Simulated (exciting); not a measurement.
A run of exciting (release sodium) is set up as follows.

The input input.xml:

```xml
<input>
  <title>NbZn3</title>
  <structure speciespath="./" tshift="false">
    <crystal scale="1">
      <basevect>7.434182574278 0.000000000000 0.000000000000</basevect>
      <basevect>0.000000000000 7.434182574278 0.000000000000</basevect>
      <basevect>0.000000000000 0.000000000000 7.434182574278</basevect>
    </crystal>
    <species speciesfile="Nb.xml" rmt="2.3">
      <atom coord="0.000000000000 0.000000000000 0.000000000000"/>
    </species>
    <species speciesfile="Zn.xml" rmt="2">
      <atom coord="0.500000000000 0.500000000000 0.000000000000"/>
      <atom coord="0.500000000000 0.000000000000 0.500000000000"/>
      <atom coord="0.000000000000 0.500000000000 0.500000000000"/>
    </species>
  </structure>
  <groundstate do="fromscratch" ngridk="7 7 7" rgkmax="9" gmaxvr="14" lmaxapw="10" lmaxmat="10" lmaxvr="8" xctype="GGA_PBE_SOL" stype="Fermi Dirac" swidth="0.00183747" nempty="18" ValenceRelativity="iora*" epsengy="1e-05" epspot="1e-05" maxscl="60" tforce="true" outputlevel="normal"/>
  <properties>
    <chargedensityplot>
      <plot3d>
        <box grid="20 20 20">
          <origin coord="0 0 0"/>
          <point coord="1 0 0"/>
          <point coord="0 1 0"/>
          <point coord="0 0 1"/>
        </box>
      </plot3d>
    </chargedensityplot>
    <elfplot>
      <plot3d>
        <box grid="20 20 20">
          <origin coord="0 0 0"/>
          <point coord="1 0 0"/>
          <point coord="0 1 0"/>
          <point coord="0 0 1"/>
        </box>
      </plot3d>
    </elfplot>
    <exccplot>
      <plot3d>
        <box grid="20 20 20">
          <origin coord="0 0 0"/>
          <point coord="1 0 0"/>
          <point coord="0 1 0"/>
          <point coord="0 0 1"/>
        </box>
      </plot3d>
    </exccplot>
  </properties>
</input>
```

Potentials or basis: all-electron LAPW+lo, shipped species files, valence relativity iora*.

The run is started by

```bash
$ OMP_NUM_THREADS=1 exciting_smp
```

Problem. What does it give for the band gap on the k mesh?

Solution. None (metal or under the smearing width).
